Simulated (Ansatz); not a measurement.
**HSBr (triplet): the correlation ladder at distance Br1–H2 along a hydrogen transfer = 2.108 Å, cc-pVDZ**

Aim: climb from Hartree-Fock through coupled cluster and multireference methods for HSBr (triplet) at one geometry and basis, and see what each rung misses.

Method: cc-pVDZ, core rule «outside noble gas», up to 19 orbitals frozen; program: Ansatz 0.2.0, Gaussian basis.

To be run: UHF; CCSD(T) on ROHF; CCSD(T) on UHF; BCCD(T) on ROHF; CISD; CCSDT(Q) on ROHF; CCSDT(Q) on UHF; CASSCF and MRCISD+Q, 4 electrons in 4 orbitals; CASSCF and NEVPT2, 4 electrons in 4 orbitals; CASSCF and MRCISD+Q, 14 electrons in 9 orbitals; CASSCF and NEVPT2, 14 electrons in 9 orbitals.

7 further runs of the same task are left out: 4 that didn't finish, 3 set aside as unsound or not needed.

## Step 1: The geometry

The geometry derives from fragments relaxed apart (PBE0/def2-TZVP) and kept rigid, so it is no stationary point. A hydrogen atom is moved between rigid fragments. No spin-orbit coupling is included. The filled d shell of Br may be among the frozen orbitals whatever the setting's name suggests; the logs give the count.

3 atoms, charge 0, spin multiplicity 3.

Atoms are counted from 1 here; the program's logs count them from 0.

Bond lengths: H2–S3 1.494 Å.

## Step 2: UHF

Contents of in.yaml:

```yaml
crystal:
  periodic: [false, false, false]
  atoms:
    - {symbol: Br, position_ang: [0.000000, 0.000000, -1.903333]}
    - {symbol: H, position_ang: [0.000000, 0.000000, 0.204667]}
    - {symbol: S, position_ang: [0.000000, 0.000000, 1.698667]}
basis:
  gaussian: {orbitals: cc-pVDZ}
magnetization: {spin_polarized: true, initial_magnetization: 2}
hamiltonian: {xc: hf}
output: {orbitals: {seedname: orbitals}}
```

Run with:

```
$ ansatz run in.yaml --threads 1 --pin off --events-out ev --progress --plain --max-ram 2393MiB
```

Further steps of the session: CCSD(T) on ROHF; CCSD(T) on UHF; BCCD(T) on ROHF; CISD; CCSDT(Q) on ROHF; CCSDT(Q) on UHF; CASSCF and MRCISD+Q, 4 electrons in 4 orbitals; CASSCF and NEVPT2, 4 electrons in 4 orbitals; CASSCF and MRCISD+Q, 14 electrons in 9 orbitals; CASSCF and NEVPT2, 14 electrons in 9 orbitals.

Before running them: what should the planned runs give, taken together? Wanted: UCCSDT(Q) below the RHF energy; RMP2 from UCCSDT(Q); UMP2 from UCCSDT(Q); RCCSD from UCCSDT(Q); RCCSD(T) from UCCSDT(Q); UCCSD(T) from UCCSDT(Q); RCCSDT(Q) from UCCSDT(Q); NEVPT2 pair from UCCSDT(Q); MRCISD+Q pair from UCCSDT(Q).

**Answer**, as computed:

| quantity | value |
| --- | --- |
| UCCSDT(Q) below the RHF energy | -7.1475 eV |
| RMP2 from UCCSDT(Q) | +1098.4 meV |
| UMP2 from UCCSDT(Q) | +1118.2 meV |
| RCCSD from UCCSDT(Q) | +149.4 meV |
| RCCSD(T) from UCCSDT(Q) | +31.9 meV |
| UCCSD(T) from UCCSDT(Q) | +30.0 meV |
| RCCSDT(Q) from UCCSDT(Q) | +1.9 meV |
| NEVPT2 pair from UCCSDT(Q) | +1000.8 meV |
| MRCISD+Q pair from UCCSDT(Q) | +28.5 meV |
| NEVPT2 valence from UCCSDT(Q) | +1492.7 meV |
| levels within 1 kcal/mol (43 meV) | RCCSD(T), UCCSD(T), BCCD(T), RCCSDT, UCCSDT, RCCSDT(Q), MRCISD+Q pair, MRCISD+Q valence |
| T1 diagnostic | 0.020 |
| effectively unpaired electrons | 2.01 |

What this shows: RCCSD(T) misses by +31.9 meV, 0.4 % of the correlation energy. One determinant dominates. Of the multireference levels listed MRCISD+Q valence comes nearest in total energy (+19.7 meV), which doesn't show that its space is the better one. These misses are within one basis, not against nature; the frozen cores of restricted and unrestricted runs differ, which can shift their rows.
